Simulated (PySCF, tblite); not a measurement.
# C5H11BrOSi: geometry, infrared bands and NMR shifts

Aim: predict the infrared bands and NMR shifts of C5H11BrOSi (`CC/C=C\CO[SiH2]Br`).

Computed with tblite 0.8.0 and PySCF 2.14.0, with density-fitted response routines of our own, on a single molecule in the gas phase. Atoms count from 0, in the outputs and in this text.

## (1) The starting structure

19 atoms, charge 0, multiplicity 1; geometry from: force field or distance geometry start.

Bonds of the start (Å): C0–C1 1.50, C1–C2 1.51, C2–C3 1.34, C3–C4 1.49, C4–O5 1.42, O5–Si6 1.67, Si6–Br7 2.20, C0–H8 1.10, C0–H9 1.09, C0–H10 1.09, C1–H11 1.11, C1–H12 1.09, C2–H13 1.09, C3–H14 1.10, C4–H15 1.09, C4–H16 1.09, Si6–H17 1.47, Si6–H18 1.49.

## (2) Relaxing the molecule with GFN2-xTB

Job settings and geometry (Å):

```
{"job": {"kind": "relax", "xc": "GFN2-xTB", "basis": "xTB"}, "charge": 0, "multiplicity": 1}
C     -2.543400    -0.351700    -0.923700
C     -1.819500    -1.027200     0.208200
C     -1.329300    -0.038600     1.238200
C     -0.077000     0.375100     1.449300
C      1.165600    -0.051800     0.740000
O      1.796400     1.137300     0.275200
Si     3.186900     0.998300    -0.631800
Br     2.643800     0.441800    -2.692100
H     -3.410600     0.213200    -0.555100
H     -2.919700    -1.095100    -1.633200
H     -1.897100     0.340900    -1.461800
H     -2.493300    -1.741100     0.717400
H     -0.997900    -1.628800    -0.175600
H     -2.117300     0.398100     1.854200
H      0.082900     1.108800     2.249600
H      0.939900    -0.711200    -0.097400
H      1.820800    -0.577300     1.440600
H      3.913900     2.280400    -0.639400
H      4.045100    -0.061900    -0.040500
```

The run is started by

```console
OMP_NUM_THREADS=1 python probes_run.py task.json out
```

One launch serves the whole session: the jobs run in the order shown.

The program printed:

```text
step      E/eV     max force
  0    -714.68224    1.780
  1    -714.77108    0.788
  2    -714.79544    0.511
  3    -714.80727    0.309
  4    -714.81610    0.316
  5    -714.82395    0.342
  6    -714.83319    0.308
  7    -714.84351    0.357
  8    -714.85338    0.319
  9    -714.86000    0.196
 10    -714.86475    0.211
 11    -714.86942    0.240
 12    -714.87492    0.317
 13    -714.88068    0.293
 14    -714.88547    0.167
 15    -714.88857    0.154
 16    -714.89104    0.148
 17    -714.89375    0.196
 18    -714.89613    0.164
 19    -714.89818    0.099
 20    -714.90029    0.160
 21    -714.90278    0.211
 22    -714.90565    0.211
 23    -714.90836    0.148
 24    -714.91035    0.111
 25    -714.91185    0.113
 26    -714.91331    0.126
 27    -714.91463    0.080
 28    -714.91571    0.069
 29    -714.91671    0.069
 30    -714.91783    0.101
 31    -714.91929    0.107
 32    -714.92125    0.125
 33    -714.92351    0.134
 34    -714.92556    0.113
 35    -714.92719    0.086
 36    -714.92850    0.076
 37    -714.92955    0.077
 38    -714.93044    0.067
 39    -714.93126    0.064
 40    -714.93192    0.052
 41    -714.93226    0.043
 42    -714.93252    0.040
 43    -714.93275    0.033
 44    -714.93293    0.026
 45    -714.93306    0.023
 46    -714.93316    0.020
 47    -714.93325    0.023
 48    -714.93334    0.020
 49    -714.93341    0.018
 50    -714.93349    0.019
 51    -714.93360    0.025
 52    -714.93375    0.032
 53    -714.93392    0.024
 54    -714.93406    0.027
 55    -714.93416    0.024
 56    -714.93425    0.026
 57    -714.93433    0.022
 58    -714.93438    0.013
 59    -714.93441    0.013
 60    -714.93444    0.012
 61    -714.93447    0.015
 62    -714.93451    0.012
 63    -714.93455    0.014
 64    -714.93458    0.013
 65    -714.93461    0.016
 66    -714.93465    0.013
 67    -714.93468    0.012
 68    -714.93471    0.010
 69    -714.93474    0.015
 70    -714.93478    0.016
 71    -714.93481    0.011
 72    -714.93484    0.012
 73    -714.93487    0.016
 74    -714.93492    0.026
 75    -714.93498    0.027
 76    -714.93504    0.017
 77    -714.93508    0.014
 78    -714.93512    0.014
 79    -714.93515    0.021
 80    -714.93520    0.020
 81    -714.93524    0.014
 82    -714.93527    0.013
 83    -714.93530    0.016
 84    -714.93533    0.019
 85    -714.93536    0.015
 86    -714.93539    0.013
 87    -714.93542    0.011
 88    -714.93546    0.016
 89    -714.93550    0.019
 90    -714.93555    0.017
 91    -714.93561    0.019
 92    -714.93568    0.020
 93    -714.93578    0.025
 94    -714.93590    0.024
 95    -714.93605    0.032
 96    -714.93621    0.035
 97    -714.93638    0.036
 98    -714.93661    0.041
 99    -714.93683    0.031
100    -714.93698    0.024
101    -714.93707    0.027
102    -714.93721    0.041
103    -714.93740    0.051
104    -714.93766    0.042
105    -714.93790    0.035
106    -714.93816    0.044
107    -714.93848    0.057
108    -714.93914    0.059
109    -714.94082    0.103
110    -714.94198    0.095
111    -714.93869    0.398
112    -714.94340    0.131
113    -714.94409    0.104
114    -714.94574    0.090
115    -714.94557    0.373
116    -714.94853    0.138
117    -714.95014    0.119
118    -714.95451    0.188
119    -714.95821    0.139
120    -714.96312    0.110
121    -714.96500    0.225
122    -714.95788    0.502
123    -714.96912    0.247
124    -714.97030    0.157
125    -714.97199    0.109
126    -714.97303    0.120
127    -714.97380    0.066
128    -714.97454    0.049
129    -714.97504    0.058
130    -714.97572    0.059
131    -714.97603    0.045
132    -714.97618    0.025
133    -714.97631    0.024
134    -714.97646    0.022
135    -714.97654    0.024
136    -714.97663    0.027
137    -714.97674    0.026
138    -714.97688    0.022
139    -714.97700    0.024
140    -714.97712    0.025
141    -714.97723    0.026
142    -714.97736    0.032
143    -714.97753    0.043
144    -714.97781    0.085
145    -714.97831    0.126
146    -714.97920    0.186
147    -714.98073    0.212
148    -714.98286    0.207
149    -714.98565    0.266
150    -714.96089    0.558
151    -714.99115    0.258
152    -714.99275    0.163
153    -714.99748    0.197
154    -715.00117    0.215
155    -715.00624    0.259
156    -715.00966    0.182
157    -715.01328    0.128
158    -715.01720    0.128
159    -715.01953    0.090
160    -715.02012    0.067
161    -715.02075    0.054
162    -715.02122    0.055
163    -715.02153    0.044
164    -715.02172    0.034
165    -715.02188    0.022
166    -715.02205    0.034
167    -715.02219    0.028
168    -715.02228    0.024
169    -715.02235    0.016
170    -715.02243    0.018
171    -715.02254    0.020
172    -715.02269    0.025
173    -715.02282    0.032
174    -715.02294    0.029
175    -715.02306    0.023
176    -715.02320    0.022
177    -715.02336    0.022
178    -715.02351    0.034
179    -715.02367    0.041
180    -715.02382    0.043
181    -715.02396    0.027
182    -715.02408    0.022
183    -715.02417    0.032
184    -715.02428    0.039
185    -715.02446    0.040
186    -715.02466    0.031
187    -715.02487    0.029
188    -715.02505    0.036
189    -715.02525    0.037
190    -715.02548    0.033
191    -715.02574    0.039
192    -715.02606    0.052
193    -715.02656    0.061
194    -715.02740    0.073
195    -715.02863    0.104
196    -715.02984    0.099
197    -715.02826    0.214
198    -715.03094    0.084
199    -715.03137    0.054
200    -715.03194    0.039
201    -715.03227    0.058
202    -715.03255    0.040
203    -715.03292    0.022
204    -715.03303    0.023
205    -715.03312    0.016
206    -715.03317    0.011
207    -715.03320    0.012
208    -715.03323    0.012
209    -715.03325    0.012
210    -715.03327    0.007
```

Wall time 9.1 s (1 thread of Intel Xeon at 2.50GHz, shared host); peak memory 0.18 GiB.

Relaxation path: (not every step is listed)

```
step  energy from step 0 (eV)  largest force (eV/Å)
   0                   0.0000                1.7797
   1                  -0.0888                0.7878
   2                  -0.1132                0.5107
   3                  -0.1250                0.3090
   4                  -0.1339                0.3158
   5                  -0.1417                0.3420
   6                  -0.1509                0.3079
   7                  -0.1613                0.3572
   8                  -0.1711                0.3191
  27                  -0.2324                0.0799
  46                  -0.2509                0.0198
  65                  -0.2524                0.0158
  84                  -0.2531                0.0193
 103                  -0.2552                0.0510
 122                  -0.2756                0.5022
 141                  -0.2950                0.0264
 160                  -0.3379                0.0671
 179                  -0.3414                0.0408
 198                  -0.3487                0.0844
 205                  -0.3509                0.0159
 206                  -0.3509                0.0114
 207                  -0.3510                0.0116
 208                  -0.3510                0.0122
 209                  -0.3510                0.0122
 210                  -0.3510                0.0072
```

Close pairs (by a distance rule), those that changed most:

```
   bond  before (Å)  after (Å)  change (Å)
 O5–Si6       1.666      1.605      -0.061
Si6–H18       1.487      1.444      -0.042
  C0–C1       1.504      1.528      +0.024
Si6–H17       1.474      1.454      -0.020
  C1–C2       1.509      1.494      -0.015
  C4–O5       1.424      1.409      -0.015
 C3–H14       1.097      1.083      -0.014
Si6–Br7       2.202      2.213      +0.011
```

The next job starts from the end point, and lists it.

## (3) Infrared spectrum with GFN2-xTB

Job settings and geometry (Å):

```
{"job": {"kind": "ir", "xc": "GFN2-xTB", "basis": "xTB"}, "charge": 0, "multiplicity": 1}
C     -2.289208    -0.171939    -1.111569
C     -1.588413    -0.806464     0.089083
C     -1.007131     0.238193     0.985179
C      0.220158     0.306874     1.480544
C      1.349986    -0.638910     1.223500
O      2.460560     0.023229     0.662897
Si     2.532396     1.004468    -0.604588
Br     1.521741     0.045243    -2.324455
H     -3.046121     0.537992    -0.785322
H     -2.769492    -0.939887    -1.711484
H     -1.568200     0.344172    -1.739956
H     -2.319304    -1.380907     0.667157
H     -0.826869    -1.498270    -0.268465
H     -1.705559     1.022386     1.253951
H      0.496859     1.139178     2.115973
H      1.051303    -1.447619     0.549234
H      1.701582    -1.077653     2.164370
H      1.824421     2.265424    -0.454033
H      3.951487     1.043740    -0.869865
```

The program printed:

```text
mode    cm-1     km/mol
  1      19.4      2.92
  2      30.6      1.44
  3      63.1      5.25
  4      73.1      3.81
  5     110.3      6.38
  6     197.6      0.77
  7     235.4      2.26
  8     252.3     14.33
  9     280.5      1.91
 10     352.8      0.76
 11     423.4     17.66
 12     497.1      2.26
 13     533.3    112.09
 14     574.6     11.45
 15     633.1     34.78
 16     728.3     16.33
 17     758.4    279.15
 18     767.5    265.71
 19     812.5    167.50
 20     838.9     22.33
 21     915.6     13.25
 22     941.3      3.66
 23     979.7      5.34
 24    1031.8     11.14
 25    1071.5      1.23
 26    1090.0      0.68
 27    1135.8    189.14
 28    1143.1     45.67
 29    1208.1     10.93
 30    1238.2      1.46
 31    1272.2      5.28
 32    1292.6      4.38
 33    1328.3      4.61
 34    1374.4      3.69
 35    1415.9      4.87
 36    1459.6      0.56
 37    1475.0      9.17
 38    1494.6      1.24
 39    1501.1      3.09
 40    1727.7     11.18
 41    2334.4    224.00
 42    2430.7    215.77
 43    2924.3     38.78
 44    2941.7     33.91
 45    2945.5     28.38
 46    3011.0     11.58
 47    3032.3      9.06
 48    3038.5     56.78
 49    3050.3     20.14
 50    3054.3     59.70
 51    3055.8     37.16
```

It took 2.9 s on 1 thread of Intel Xeon at 2.50GHz, shared host; peak memory 0.18 GiB.

The strongest bands and the atoms that carry them (share of the mass-weighted mode):

```
cm⁻¹  km/mol                         atoms
 533   112.1  H18 40 %, H17 26 %, Si6 13 %
 758   279.1            H17 38 %, H18 18 %
 768   265.7            H17 48 %, H18 40 %
 812   167.5    Si6 30 %, C4 16 %, O5 14 %
1136   189.1              O5 43 %, C4 29 %
2334   224.0                      H17 96 %
2431   215.8                      H18 96 %
3054    59.7  H14 59 %, H13 20 %, H10 12 %
```

## (4) Shielding tensors: PBE0/pcSseg-1

Settings changed since step 3:

```diff
@@ -1,2 +1,2 @@
-{"job": {"kind": "ir", "xc": "GFN2-xTB", "basis": "xTB"}, "charge": 0, "multiplicity": 1}
+{"job": {"kind": "nmr", "xc": "PBE0", "basis": "pcSseg-1"}, "charge": 0, "multiplicity": 1}
 C     -2.289208    -0.171939    -1.111569
```

With the program's defaults for keys left out, this is: GIAO PBE0/pcSseg-1 NMR shielding, non-relativistic, gas phase.

The program printed:

```text
coarse grid: 72016 points
cycle   1  E = -3134.9122323933  dE = -2.951e-01  |g| = 9.695e-01  |ddm| = 3.923e+00
cycle   2  E = -3134.7916989610  dE =  1.205e-01  |g| = 1.125e+00  |ddm| = 1.402e+00
cycle   3  E = -3135.0035926699  dE = -2.119e-01  |g| = 2.908e-01  |ddm| = 1.084e+00
cycle   4  E = -3135.0175205291  dE = -1.393e-02  |g| = 5.998e-02  |ddm| = 2.369e-01
cycle   5  E = -3135.0182879485  dE = -7.674e-04  |g| = 2.151e-02  |ddm| = 7.097e-02
cycle   6  E = -3135.0183871164  dE = -9.917e-05  |g| = 8.308e-03  |ddm| = 2.295e-02
cycle   7  E = -3135.0184036364  dE = -1.652e-05  |g| = 1.448e-03  |ddm| = 7.136e-03
cycle   8  E = -3135.0184040456  dE = -4.092e-07  |g| = 2.844e-04  |ddm| = 1.260e-03
final grid: 151344 points
cycle   9  E = -3135.0184523490  dE = -9.773e-08  |g| = 3.008e-04  |ddm| = 2.345e-03
cycle  10  E = -3135.0184523426  dE =  6.419e-09  |g| = 3.570e-04  |ddm| = 6.086e-04
cycle  11  E = -3135.0184523634  dE = -2.081e-08  |g| = 6.356e-05  |ddm| = 3.024e-04
cycle  12  E = -3135.0184523644  dE = -9.450e-10  |g| = 1.083e-05  |ddm| = 6.271e-05
converged SCF energy = -3135.0184523644

GIAO shielding tensors (ppm)
atom      isotropic    diamagn.    paramagn.     s11        s22        s33       span
  0 C      170.581     247.912     -77.330    161.139    165.281    185.323     24.184
  1 C      161.117     248.357     -87.240    146.612    165.341    171.399     24.788
  2 C       39.703     258.543    -218.840    -73.154     45.936    146.327    219.481
  3 C       56.267     258.993    -202.726    -49.779     68.668    149.913    199.692
  4 C      124.533     247.838    -123.305     98.561    111.283    163.754     65.193
  5 O      275.578     394.493    -118.914    216.846    292.462    317.427    100.581
  6 Si     370.992     878.922    -507.930    334.765    364.239    413.973     79.208
  7 Br    2636.854    3128.432    -491.578   2374.815   2698.653   2837.094    462.278
  8 H       30.734      29.963       0.771     26.848     28.259     37.094     10.247
  9 H       30.539      28.986       1.554     26.805     27.262     37.551     10.746
 10 H       30.323      31.698      -1.374     24.446     30.157     36.367     11.920
 11 H       29.774      29.946      -0.173     24.773     27.759     36.789     12.016
 12 H       29.092      33.428      -4.335     26.295     28.225     32.756      6.461
 13 H       25.756      33.403      -7.647     22.655     26.092     28.519      5.864
 14 H       25.890      32.918      -7.028     22.829     27.172     27.668      4.840
 15 H       26.688      32.547      -5.859     24.350     25.235     30.478      6.127
 16 H       27.205      28.674      -1.469     22.104     26.416     33.094     10.990
 17 H       25.866      29.793      -3.927     22.024     23.971     31.602      9.579
 18 H       26.355      27.342      -0.986     21.237     24.534     33.295     12.058
```

It took 4 min on 1 thread of Intel Xeon at 2.50GHz, shared host; peak memory 1.1 GiB.

Shifts follow as δ = σ(reference) − σ, with reference shieldings (ppm) from runs at the same level and on the same kind of geometry: ¹H TMS 31.72, ¹³C TMS 186.9, ²⁹Si TMS 349.2, ¹⁷O H2O 336.1, ⁷⁹Br HBr 2622. The references are single molecules in the gas phase, so shifts against H2O, NH3, PH3, H3PO4 or CFCl3 are not on the usual liquid scales and can be off by tens of ppm. Atoms listed in one row are averaged.

```
      atoms                                 environment  σ (ppm)  δ (ppm)  δ scaled to CDCl3
         C2                                   alkene CH     39.7    147.2              141.8
         C3                                   alkene CH     56.3    130.7              125.6
         C4                 allylic sp3 CH2 bonded to O    124.5     62.4               59.0
         C1                             allylic sp3 CH2    161.1     25.8               23.3
         C0                               methyl carbon    170.6     16.3               14.0
        H13                    hydrogen on an alkene CH    25.76     5.96               5.73
        H14                    hydrogen on an alkene CH    25.89     5.83               5.60
   H17, H18       hydrogen on a silicon bonded to Br, O    26.11     5.61                  –
   H15, H16  hydrogen on an allylic sp3 CH2 bonded to O    26.95     4.77               4.60
   H11, H12              hydrogen on an allylic sp3 CH2    29.43     2.28               2.26
H8, H9, H10                 hydrogen on a methyl carbon    30.53     1.18               1.22
         O5                      oxygen bonded to C, Si    275.6     60.5                  –
        Si6                silicon bonded to Br, O, 2 H    371.0    -21.8                  –
        Br7                        bromine bonded to Si     2637      -15                  –
```

The scaled column applies a straight-line fit of computed shieldings to shifts measured in CDCl3, with any fitted terms for Cl, Br or S neighbours (root-mean-square error 0.16 ppm for H, 1.9 ppm for C).

Charges from the same density, by scheme (e):

```
atoms  Mulliken    IAO  Hirshfeld  ESP fit
   C0     -0.29  -0.41      -0.12    -0.26
   C1     -0.22  -0.26      -0.07     0.25
   C2     -0.15  -0.12      -0.03    -0.31
   C3     -0.28  -0.19      -0.06    -0.29
   C4      0.18  -0.05       0.01     0.10
   O5     -0.63  -0.64      -0.22    -0.34
  Si6      0.90   0.96       0.38     0.37
  Br7     -0.40  -0.30      -0.10    -0.18
```

Mayer bond orders: C0–C1 1.05, C1–C2 1.03, C2–C3 1.93, C3–C4 1.06, C4–O5 0.83, O5–Si6 1.04, Si6–Br7 0.89.

The fields below are evaluated on a grid from the run's orbitals.

Frontier orbitals at PBE0/pcSseg-1, with the share of their density that lies nearest to each atom:

```
orbital  energy (eV)                   lies on
   HOMO        -7.54    C2, C3 about 32 % each
   LUMO        -0.08  C2 27 %; C3 20 %; O5 7 %
```

ELF in a plane through or near 7 of the atoms.

Values, 10 rows by 14 columns:
```
0.00 0.00 0.00 0.00 0.00 0.00 0.00 0.00 0.00 0.00 0.00 0.00 0.00 0.00
0.00 0.00 0.00 0.00 0.00 0.00 0.00 0.00 0.00 0.00 0.00 0.00 0.00 0.00
0.00 0.00 0.00 0.00 0.77 0.98 0.05 0.06 0.01 0.00 0.00 0.00 0.00 0.00
0.00 0.00 0.00 0.01 0.18 0.98 0.33 0.11 0.06 0.92 0.93 0.01 0.00 0.00
0.00 0.00 0.00 0.61 0.82 0.59 0.68 0.03 0.55 0.96 0.82 0.00 0.00 0.00
0.00 0.00 0.03 0.11 0.84 0.41 0.03 0.08 0.69 0.75 0.28 0.09 0.00 0.00
0.00 0.13 1.00 0.99 0.21 0.73 0.79 0.16 0.14 0.55 1.00 0.92 0.00 0.00
0.00 0.02 0.88 0.46 0.40 0.27 0.37 0.65 0.02 0.16 0.37 0.10 0.00 0.00
0.00 0.00 0.00 0.00 0.51 0.85 0.83 0.41 0.00 0.00 0.00 0.00 0.00 0.00
0.00 0.00 0.00 0.00 0.04 0.30 0.24 0.02 0.00 0.00 0.00 0.00 0.00 0.00
```
The map spans 13.0 Å across and 10.1 Å up, centred on the molecule. Atoms in the plane (x, y in Å): C1 (1.7, 0.4), C4 (-1.4, 1.2), O5 (-2.5, 0.3), Br7 (-1.2, -2.4), H9 (3.1, -1.2), H11 (2.4, 1.1), H16 (-1.7, 2.1).

On the surface of density 0.002 e/bohr³ the electrostatic potential runs, from the 1st to the 99th percentile, from -0.96 V near O5 to 1.21 V near H17.

## (5) What came out

```
                                                              quantity                                   value
                             strongest single infrared mode (GFN2-xTB)                    758 cm⁻¹, 279 km/mol
                                          zero-point energy (GFN2-xTB)                           93.1 kcal/mol
                                ¹³C shifts against TMS (PBE0/pcSseg-1)      147.2, 130.7, 62.4, 25.8, 16.3 ppm
¹H shifts against TMS (PBE0/pcSseg-1, means over atoms taken as alike)  5.96, 5.83, 5.61, 4.77, 2.28, 1.18 ppm
                                ¹⁷O shifts against H2O (PBE0/pcSseg-1)                                60.5 ppm
                               ²⁹Si shifts against TMS (PBE0/pcSseg-1)                               -21.8 ppm
                               ⁷⁹Br shifts against HBr (PBE0/pcSseg-1)                                 -15 ppm
                                 surface potential, 1st and 99th percentile                      -0.96 V and 1.21 V
```

**Reading.** The optimisation took 210 steps and gained 0.351 eV; among the close pairs (by a distance rule), O5–Si6 changed most, from 1.666 to 1.605 Å. All 51 modes are real, so the xTB geometry is a minimum. The strongest single mode, at 758 cm⁻¹, is spread over many atoms; the largest shares are those of H17, H18. Unscaled tight-binding wavenumbers are off by several per cent, some by more. Its intensities can rank the bands wrongly. At PBE0/pcSseg-1: The largest span, 462 ppm, is at Br7, where the paramagnetic term is -492 ppm. Spin-orbit coupling is left out, which matters for shieldings and couplings at and beside the heavy atoms.
